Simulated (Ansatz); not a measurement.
# ZrTa2C2: the cost of one run

Computed with Ansatz 0.2.0 (DFT PBE, scalar-relativistic, plane waves, PAW, unless a step's input says otherwise).

3 further runs of the same task are left out: 2 that didn't finish, 1 set aside as unsound or not needed.

**1. The starting structure**

It takes space group C2/m (No. 12, monoclinic). The conventional cell has a = 5.491 Å, b = 3.166 Å, c = 7.460 Å, α = 90.00°, β = 103.85°, γ = 90.00°. Zr (site symmetry 2/m) is surrounded by 6 C at 2.31 Å. Around Ta (site symmetry m) lie 3 C at 2.09 Å. Around C (site symmetry m) lie 3 Ta at 2.09 Å and 3 Zr at 2.31 Å.

Cell or atoms stand a little off a more symmetric structure (R-3m at a tolerance of 0.3 Å), so results at this geometry aren't those of that ideal crystal.

Coordinates:

```
CELL_PARAMETERS angstrom
2.74567 -1.58283 0.00000
2.74567 1.58283 0.00000
-1.78587 0.00000 7.24311
ATOMIC_POSITIONS crystal
Zr 0.00000 0.00000 0.50000
Ta 0.22480 0.22480 0.16484
Ta 0.77520 0.77520 0.83516
C 0.39675 0.39675 0.69531
C 0.60325 0.60325 0.30469
```

A structure generator made this guess: species swapped into a database cell of CaIn2N2 (C2/m, No. 12), with Zr on the Ca sites, Ta on the In sites and C on the N sites. Lengths come from tabulated atomic sizes and are only a guess.

**2. The guess as it stands, on a coarse mesh**

input.yaml

```yaml
crystal:
  lattice:
    - [2.74566968, -1.58282531, 0.0]
    - [2.74566968, 1.58282531, 0.0]
    - [-1.78587277, 0.0, 7.24310894]
  atoms:
    - { symbol: Zr, position: [0.0, 0.0, 0.5] }
    - { symbol: Ta, position: [0.22480498, 0.22480498, 0.1648365] }
    - { symbol: Ta, position: [0.77519502, 0.77519502, 0.8351635] }
    - { symbol: C, position: [0.39675444, 0.39675444, 0.69530976] }
    - { symbol: C, position: [0.60324556, 0.60324556, 0.30469024] }
basis:
  ecutwfc: 420
kpoints:
  mp_grid: { grid: [6, 6, 4] }
hamiltonian:
  xc: pbe
scf:
  occupations: { method: gaussian, width: 0.1 }
  lower_state_search: "off"
output:
  forces: true
  stress: true
  eigenvalues: true
```

Started as:

```console
> ansatz run input.yaml --threads 1 --pin off --max-ram 2560MiB --backend cpu --events-out ev --progress --plain --runs-dir out
```

**Question.** How long does this run take on 1 thread of Arm Neoverse V2, shared host, and how much memory does it need?

About 3.5 s, with a peak of 0.37 GiB.
